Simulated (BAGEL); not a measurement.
**CH5O2Si (SMILES [O]CO[SiH3]) at UHF/STO-3G (density fitting with qzvpp-jkfit)**

Aim: the vertical ionisation energy of CH5O2Si at UHF/STO-3G (density fitting with qzvpp-jkfit), from 2 runs. 

The results are computed with BAGEL 1.2.2.

1 further run of the same task is left out (set aside as unsound or not needed).

**1. Starting point**

CH5O2Si has 9 atoms, charge 0, and is taken as a doublet. SMILES: `[O]CO[SiH3]`. The shape is that of a GFN2-xTB optimisation. This is one conformer, not always the lowest.

Bond lengths: O1–C2 1.282 Å, C2–O3 1.378 Å, O3–Si4 1.649 Å, C2–H5 1.126 Å, C2–H6 1.126 Å, Si4–H7 1.462 Å, Si4–H8 1.461 Å, Si4–H9 1.456 Å. Some angles: O1–C2–O3 116.7°, C2–O3–Si4 116.1°, O1–C2–H5 112.3°, O1–C2–H6 112.4°, O3–C2–H5 106.7°, O3–C2–H6 106.7°, O3–Si4–H7 109.7°, O3–Si4–H8 109.8°, O3–Si4–H9 97.9°, H5–C2–H6 100.5°.

**2. A single-point energy at UHF/STO-3G (density fitting with qzvpp-jkfit)**

Contents of input.json:

```json
{ "bagel" : [

{
  "title" : "molecule",
  "basis" : "sto-3g",
  "df_basis" : "qzvpp-jkfit",
  "angstrom" : "true",
  "geometry" : [
    { "atom" : "O", "xyz" : [       1.126120,      -0.488210,      -1.093340 ] },
    { "atom" : "C", "xyz" : [       1.192690,       0.400470,      -0.171550 ] },
    { "atom" : "O", "xyz" : [       0.063160,       0.583490,       0.595580 ] },
    { "atom" : "Si", "xyz" : [      -1.230350,      -0.370060,       0.223870 ] },
    { "atom" : "H", "xyz" : [       1.478790,       1.412470,      -0.572950 ] },
    { "atom" : "H", "xyz" : [       2.043280,       0.215510,       0.542560 ] },
    { "atom" : "H", "xyz" : [      -1.653380,      -0.111270,      -1.151540 ] },
    { "atom" : "H", "xyz" : [      -0.872830,      -1.776780,       0.391850 ] },
    { "atom" : "H", "xyz" : [      -2.147480,       0.134380,       1.235530 ] }
  ]
},

{ "title" : "uhf", "nopen" : 1 },

{ "title" : "print", "file" : "orbitals.molden", "orbitals" : "true" }

]}
```

On the command line:

```bash
BAGEL_NUM_THREADS=1 BAGEL input.json > input.out
```

Output:

```text
* using 1 threads per process

  ===============================================================
  ===============================================================

  *** Geometry ***

  { "atom" : "O", "xyz" : [      2.128058,     -0.922583,     -2.066113 ] },
  { "atom" : "C", "xyz" : [      2.253857,      0.756779,     -0.324183 ] },
  { "atom" : "O", "xyz" : [      0.119355,      1.102636,      1.125483 ] },
  { "atom" : "Si", "xyz" : [     -2.325025,     -0.699312,      0.423053 ] },
  { "atom" : "H", "xyz" : [      2.794508,      2.669181,     -1.082719 ] },
  { "atom" : "H", "xyz" : [      3.861240,      0.407255,      1.025290 ] },
  { "atom" : "H", "xyz" : [     -3.124435,     -0.210270,     -2.176095 ] },
  { "atom" : "H", "xyz" : [     -1.649410,     -3.357628,      0.740489 ] },
  { "atom" : "H", "xyz" : [     -4.058149,      0.253941,      2.334813 ] },

  Number of auxiliary basis functions:      447

  Since a DF basis is specified, we compute 2- and 3-index integrals:
    o Being stored without compression. Storage requirement is 0.003 GB

  Number of basis functions:       29
  Number of electrons      :       41

    * METHOD: MOLECULE                             0.12

  *** Open-shell HF ***

  === Nuclear Repulsion ===
   175.9856887652

      * DIIS with orbital gradients will be used.

  === UHF iteration (sto-3g) ===
      0       -473.32124101          0.04584527           0.03
      1       -473.49014184          0.02395311           0.03
      2       -473.54623376          0.00917844           0.03
      3       -473.56135513          0.00494315           0.03
      4       -473.56798117          0.00161934           0.03
      5       -473.56825585          0.00036178           0.03
      6       -473.56832098          0.00017956           0.03
      7       -473.56834469          0.00002585           0.03
      8       -473.56835030          0.00001670           0.03
      9       -473.56835371          0.00000443           0.03
     10       -473.56835388          0.00000085           0.03
     11       -473.56835389          0.00000075           0.03
     12       -473.56835390          0.00000071           0.03
     13       -473.56835390          0.00000065           0.03
     14       -473.56835389          0.00000047           0.03
     15       -473.56835390          0.00000034           0.03
     16       -473.56835390          0.00000020           0.03
     17       -473.56835390          0.00000003           0.03
     18       -473.56835390          0.00000001           0.03
     19       -473.56835390          0.00000001           0.03
    * SCF iteration converged.

    * S^2 (UHF) is 0.7576

    * Permanent dipole moment:
           (    0.040598,     0.079275,     0.064647) a.u.

    * METHOD: UHF                                  0.68

    * METHOD: PRINT                                0.00

  ===============================================================
```

Wall time 0.97 s (1 thread of Arm Neoverse V2, shared host); peak memory 0.082 GiB.

**3. The singlet cation at the same level**

input.json: that of step 2 with these lines changed.

```diff
@@ -20,5 +20,12 @@
 
-{ "title" : "uhf", "nopen" : 1 },
+{
+  "title" : "hf",
+  "charge" : 1
+},
 
-{ "title" : "print", "file" : "orbitals.molden", "orbitals" : "true" }
+{
+  "title" : "print",
+  "file" : "orbitals.molden",
+  "orbitals" : "true"
+}
```

On the command line:

```bash
BAGEL_NUM_THREADS=1 BAGEL input.json > input.out
```

Output:

```text
* using 1 threads per process

  ===============================================================
  ===============================================================

  *** Geometry ***

  { "atom" : "O", "xyz" : [      2.128058,     -0.922583,     -2.066113 ] },
  { "atom" : "C", "xyz" : [      2.253857,      0.756779,     -0.324183 ] },
  { "atom" : "O", "xyz" : [      0.119355,      1.102636,      1.125483 ] },
  { "atom" : "Si", "xyz" : [     -2.325025,     -0.699312,      0.423053 ] },
  { "atom" : "H", "xyz" : [      2.794508,      2.669181,     -1.082719 ] },
  { "atom" : "H", "xyz" : [      3.861240,      0.407255,      1.025290 ] },
  { "atom" : "H", "xyz" : [     -3.124435,     -0.210270,     -2.176095 ] },
  { "atom" : "H", "xyz" : [     -1.649410,     -3.357628,      0.740489 ] },
  { "atom" : "H", "xyz" : [     -4.058149,      0.253941,      2.334813 ] },

  Number of auxiliary basis functions:      447

  Since a DF basis is specified, we compute 2- and 3-index integrals:
    o Being stored without compression. Storage requirement is 0.003 GB

  Number of basis functions:       29
  Number of electrons      :       41

    * METHOD: MOLECULE                             0.13

  *** RHF ***

  === Nuclear Repulsion ===
   175.9856887652

      * DIIS with orbital gradients will be used.

  === RHF iteration (sto-3g) ===
      0       -473.02281718          0.02700184           0.02
      1       -473.11999516          0.01882348           0.02
      2       -473.17927018          0.00656314           0.02
      3       -473.19086349          0.00277320           0.02
      4       -473.19469658          0.00135111           0.01
      5       -473.19641099          0.00044065           0.01
      6       -473.19659929          0.00007057           0.02
      7       -473.19660353          0.00001925           0.02
      8       -473.19660374          0.00000524           0.02
      9       -473.19660375          0.00000241           0.02
     10       -473.19660375          0.00000036           0.02
     11       -473.19660375          0.00000030           0.02
     12       -473.19660375          0.00000027           0.02
     13       -473.19660375          0.00000023           0.02
     14       -473.19660375          0.00000013           0.02
     15       -473.19660375          0.00000006           0.02
     16       -473.19660375          0.00000004           0.02
     17       -473.19660375          0.00000001           0.02
     18       -473.19660375          0.00000001           0.02
    * SCF iteration converged.

    * Permanent dipole moment:
           (   -1.664033,    -0.343546,     0.472616) a.u.

    * METHOD: HF                                   0.36

    * METHOD: PRINT                                0.00

  ===============================================================
```

Run time: 0.64 s. Hardware: 1 thread of Arm Neoverse V2, shared host; peak memory 0.082 GiB.

**4. Summary of results**

Level: UHF/STO-3G (density fitting with qzvpp-jkfit).

| quantity | value |
| --- | --- |
| doublet CH5O2Si: total energy | -473.56835 Eh |
| doublet CH5O2Si: dipole moment | 0.28 D |
| doublet CH5O2Si: ⟨S²⟩ | 0.758 |
| singlet cation: total energy | -473.19660 Eh |
| singlet cation: HOMO energy | -15.78 eV |
| singlet cation: LUMO energy | -7.57 eV |
| singlet cation: HOMO–LUMO gap | 8.21 eV |
| vertical ionisation energy (to the singlet cation) | 10.116 eV |

Removing an electron at fixed nuclei costs 10.12 eV (233 kcal/mol). Only the singlet of the ionised species was computed; a triplet could lie lower. In a minimal basis such a difference can be off by several eV, whatever the method.
